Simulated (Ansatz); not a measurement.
# IrSe (zincblende): how the settings move a single-point run

How sensitive is a single-point run of IrSe (zincblende) to its settings? A reference run comes first, then three runs with altered input.

Method: reference: DFT PBE, scalar-relativistic, plane waves, PAW, in Ansatz 0.2.0.

3 further runs of the same task are left out: 2 that didn't finish, 1 set aside as unsound or not needed. Runs told in other sessions of the task aren't counted.

### Step 1. Starting point

The structure is cubic, space group F-43m (No. 216). The conventional cell has a = 5.564 Å, b = 5.564 Å, c = 5.564 Å, α = 90.00°, β = 90.00°, γ = 90.00°. Around Ir (site symmetry -43m) lie 4 Se at 2.41 Å. Se (site symmetry -43m) is surrounded by 4 Ir at 2.41 Å.

Structure file:

```cif
data_structure
_symmetry_space_group_name_H-M 'F-43m'
_symmetry_Int_Tables_number 216
_cell_length_a 5.5641
_cell_length_b 5.5641
_cell_length_c 5.5641
_cell_angle_alpha 90.000
_cell_angle_beta 90.000
_cell_angle_gamma 90.000
_cell_volume 172.26
loop_
_atom_site_label
_atom_site_type_symbol
_atom_site_symmetry_multiplicity
_atom_site_Wyckoff_symbol
_atom_site_fract_x
_atom_site_fract_y
_atom_site_fract_z
_atom_site_occupancy
Ir1 Ir 4 a 0.00000 0.00000 0.00000 1
Se1 Se 4 d 0.25000 0.25000 0.75000 1
```

### Step 2. Reference

input.yaml reads:

```yaml
crystal:
  lattice:
    - [0.0, 2.7820649878, 2.7820649878]
    - [2.7820649878, 0.0, 2.7820649878]
    - [2.7820649878, 2.7820649878, 0.0]
  atoms:
    - { symbol: Ir, position: [0.0, 0.0, 0.0] }
    - { symbol: Se, position: [0.25, 0.25, 0.25] }
basis:
  ecutwfc: 420
  ecutrho_ratio: 4
kpoints:
  mp_grid: { grid: [10, 10, 10] }
hamiltonian:
  xc: pbe
scf:
  occupations: { method: gaussian, width: 0.05 }
output:
  forces: true
  stress: true
  eigenvalues: true
```

Launch:

```console
$ ansatz run input.yaml --threads 2 --pin off --max-ram 2662MiB --backend cpu --events-out ev --progress --plain --runs-dir out
```

### Step 3. Variant: xc lda

input.yaml, as its differences from that of step 2:

```diff
@@ -14,3 +14,3 @@
 hamiltonian:
-  xc: pbe
+  xc: lda
 scf:
@@ -20,2 +20,5 @@
   stress: true
-  eigenvalues: true
+  write_density: true
+  write_potential: true
+  elf: true
+  volumetric_format: npy
```

### Step 4. Changed: ecutwfc 550 eV

input.yaml, as its differences from that of step 2:

```diff
@@ -9,3 +9,3 @@
 basis:
-  ecutwfc: 420
+  ecutwfc: "550 eV"
   ecutrho_ratio: 4
@@ -20,2 +20 @@
   stress: true
-  eigenvalues: true
```

### Step 5. Changed: mp_grid.grid [3, 3, 3]

input.yaml, as its differences from that of step 2:

```diff
@@ -12,3 +12,3 @@
 kpoints:
-  mp_grid: { grid: [10, 10, 10] }
+  mp_grid: { grid: [3, 3, 3] }
 hamiltonian:
@@ -20,2 +20 @@
   stress: true
-  eigenvalues: true
```

Before running it: what results should come out? Wanted: for each run, ending; energy change; pressure; gap; force.

**Answer**, as computed:

| run | ending | energy change | pressure (GPa) | gap (eV) | force (eV/Å) | cycles | time |
| --- | --- | --- | --- | --- | --- | --- | --- |
| reference | converged | 0 | 0.0 | 0.00 | 0.00 | 6 | 1.7 s |
| 1: xc lda | converged | not comparable | -7.5 | 0.00 | 0.00 | 6 | 2.6 s |
| 2: ecutwfc 550 eV | converged | -1.7 meV/atom | 0.0 | 0.00 | 0.00 | 6 | 2.4 s |
| 3: mp_grid.grid [3, 3, 3] | converged | +101.3 meV/atom | 3.0 | 0.00 | 0.00 | 8 | 0.45 s |

Times don't compare one to one where runs were asked for different outputs or read a saved state (see the inputs); cycles may leave out searches for a lower state.

Residual by cycle in the longest SCF loop of each run; runs are numbered as in the table. The quantity is the density residual dr2, in eV.

```csv
cycle,reference,run 1,run 2,run 3
1,0.00826,0.00649,0.00832,0.0476
2,4.0e-4,5.6e-4,2.4e-4,0.0157
3,5.5e-5,6.2e-5,4.7e-5,0.00828
4,7.5e-6,3.0e-6,9.0e-6,0.00187
5,6.3e-8,1.1e-7,1.3e-7,9.3e-5
6,3.6e-9,3.2e-9,5.2e-9,1.5e-5
7,-,-,-,1.5e-7
8,-,-,-,2.1e-9
```

Of the converged runs whose energies compare with the reference's, «mp_grid.grid [3, 3, 3]» moves the energy most (+101.3 meV/atom) and «ecutwfc 550 eV» least (-1.7 meV/atom). The reference has no spin polarisation; with Ir present, a magnetic state may lie lower.
